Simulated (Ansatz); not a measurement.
# CH₃BOS₂: one species, many methods

One table from this session's results is given with a row withheld; the runs are named, their logs left out.

Method: functionals in def2-TZVPP, the program's frozen cores in correlated methods; program: Ansatz 0.2.0, Gaussian basis.

Plan: LDA (SPW92), PBE-D4, revPBE-D4, BLYP-D4, r2SCAN-D4, B97M-V, PBE0-D4, B3LYP-D4, r2SCANh-D4, r2SCAN0-D4, HSE06-D4, BHLYP-D4, CAM-B3LYP-D4, LC-ωPBE, ωB97X-V, ωB97M-V, B2PLYP, PBE-QIDH; CCSD(T)/def2-SVP; CCSD(T)/def2-TZVPP; MP2/def2-QZVPP; extrapolation to the limit; RPA on PBE.

### The relaxed structure

All runs share one geometry, relaxed beforehand with PBE0-D4 in a triple-zeta def2 set.

SMILES `B1OCSS1`, 8 atoms, charge 0, spin multiplicity 1.

Atoms are counted from 1 here; the program's logs count them from 0.

Bond lengths: B1–O2 1.354 Å, B1–S5 1.804 Å, B1–H6 1.189 Å, O2–C3 1.411 Å, C3–S4 1.812 Å, C3–H7 1.094 Å, C3–H8 1.091 Å, S4–S5 2.082 Å. Angles: O2–B1–S5 116.8°, O2–B1–H6 121.2°, S5–B1–H6 122.0°, B1–O2–C3 116.2°, O2–C3–S4 110.2°, O2–C3–H7 108.6°, O2–C3–H8 109.6°, S4–C3–H7 110.5°, S4–C3–H8 107.6°, H7–C3–H8 110.3°, C3–S4–S5 92.7°, B1–S5–S4 92.0°.

Coordinates:

```
B    -0.44111    1.22960   -0.20446
O     0.08177    0.49813    0.80746
C     0.34447   -0.85936    0.52473
S     0.82913   -1.05593   -1.20998
S    -0.43862    0.47052   -1.84123
H    -0.90179    2.30865   -0.01150
H    -0.55650   -1.44120    0.73887
H     1.17464   -1.20741    1.14040
```

Set-up of the first run:

File in.yaml:

```yaml
crystal:
  periodic: [false, false, false]
  atoms:
    - {symbol: B, position_ang: [-0.441106, 1.229603, -0.204456]}
    - {symbol: O, position_ang: [0.081774, 0.498132, 0.807459]}
    - {symbol: C, position_ang: [0.344471, -0.859357, 0.524734]}
    - {symbol: S, position_ang: [0.829127, -1.055930, -1.209978]}
    - {symbol: S, position_ang: [-0.438625, 0.470521, -1.841234]}
    - {symbol: H, position_ang: [-0.901787, 2.308646, -0.011497]}
    - {symbol: H, position_ang: [-0.556497, -1.441202, 0.738869]}
    - {symbol: H, position_ang: [1.174643, -1.207412, 1.140404]}
basis:
  gaussian: {orbitals: def2-TZVPP}
hamiltonian: {xc: lda}
output: {orbitals: {seedname: orbitals}}
```

Command:

```bash
$ ansatz run in.yaml --threads 2 --pin off --events-out ev --progress --plain --max-ram 4352MiB
```

Steps of the session up to this table: LDA; PBE-D4 (GGA); revPBE-D4 (GGA); BLYP-D4 (GGA); r2SCAN-D4 (meta-GGA); B97M-V (meta-GGA); PBE0-D4 (hybrid); B3LYP-D4 (hybrid); r2SCANh-D4 (hybrid); r2SCAN0-D4 (hybrid); HSE06-D4 (hybrid); BHLYP-D4 (hybrid); CAM-B3LYP-D4 (range-separated); LC-ωPBE (range-separated); ωB97X-V (range-separated); ωB97M-V (range-separated); B2PLYP (double hybrid); PBE-QIDH (double hybrid).

One table of the session follows, with a row left open; its other results are not shown here.

It belongs to the step «Orbital energies across the functionals». 

| functional | HOMO (eV) | gap (eV) |
| --- | --- | --- |
| LDA (SPW92) | -5.52 | 2.97 |
| PBE-D4 | -5.38 | 3.07 |
| revPBE-D4 | -5.33 | 3.10 |
| BLYP-D4 | -5.23 | 3.07 |
| r2SCAN-D4 | -5.60 | 3.46 |
| B97M-V | ? | ? |
| PBE0-D4 | -6.54 | 5.21 |
| B3LYP-D4 | -6.32 | 4.77 |
| r2SCANh-D4 | -6.03 | 4.25 |
| r2SCAN0-D4 | -6.68 | 5.44 |
| HSE06-D4 | -6.14 | 4.43 |
| BHLYP-D4 | -7.57 | 7.34 |
| CAM-B3LYP-D4 | -7.83 | 7.66 |
| LC-ωPBE | -9.18 | 10.18 |
| ωB97X-V | -8.83 | 9.73 |
| ωB97M-V | -8.67 | 9.43 |

Q: Estimate the row for B97M-V from the others.

The run gave: HOMO (eV): -5.69; gap (eV): 3.65. In the column «HOMO (eV)» it lies between r2SCANh-D4 (-6.03) and r2SCAN-D4 (-5.60).
